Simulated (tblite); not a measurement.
# C6H14B: the cost of one run

Programs: tblite 0.8.0 and PySCF 2.14.0, with density-fitted response routines of our own. Each step states its level of theory. These are calculated values for one molecule in the gas phase, unless marked as measured. Atoms count from 0, in the outputs and in this text.

## Step 1: The starting structure

21 atoms, charge 0, multiplicity 2; geometry from: force field or distance geometry start.

Bonds of the start (Å): C0–C1 1.49, C1–B2 1.61, B2–C3 1.57, C3–C4 1.49, B2–C5 1.55, C5–C6 1.49, C0–H7 1.12, C0–H8 1.10, C1–H9 1.10, C1–H10 1.13, C3–H11 1.11, C3–H12 1.13, C4–H13 1.12, C4–H14 1.09, C4–H15 1.12, C5–H16 1.12, C5–H17 1.12, C6–H18 1.11, C6–H19 1.13, C6–H20 1.11.

## Step 2: Optimising the geometry with GFN2-xTB

What the job is given:

```
{"job": {"kind": "relax", "xc": "GFN2-xTB", "basis": "xTB"}, "charge": 0, "multiplicity": 2}
C     -0.339000     2.682800    -0.724100
C     -0.577400     1.892300     0.516300
B     -0.172800     0.367000     0.191900
C     -1.366500    -0.633800     0.364400
C     -1.230600    -1.943500    -0.327100
C      1.340300     0.058600     0.341400
C      1.794300    -1.274700    -0.141800
H     -0.580500     3.757400    -0.500300
H      0.698500     2.576300    -1.063300
H     -1.589600     1.969200     0.950500
H      0.117500     2.230500     1.333900
H     -2.282600    -0.138500    -0.029500
H     -1.575400    -0.776700     1.469300
H     -2.226400    -2.227800    -0.755200
H     -0.544800    -1.948500    -1.179100
H     -1.027900    -2.733600     0.441800
H      1.684400     0.211200     1.393500
H      1.884600     0.829500    -0.256200
H      1.309300    -2.131200     0.377000
H      2.881600    -1.372600     0.149300
H      1.794100    -1.376900    -1.243900
```

The run is started by

```
$ OMP_NUM_THREADS=1 python probes_run.py task.json out
```

The driver reads the jobs from task.json and runs them one after another.

**Question.** How long does this first job take on 1 thread of Intel Xeon Platinum 8259CL at 2.50GHz, shared host?

About 2.8 s.
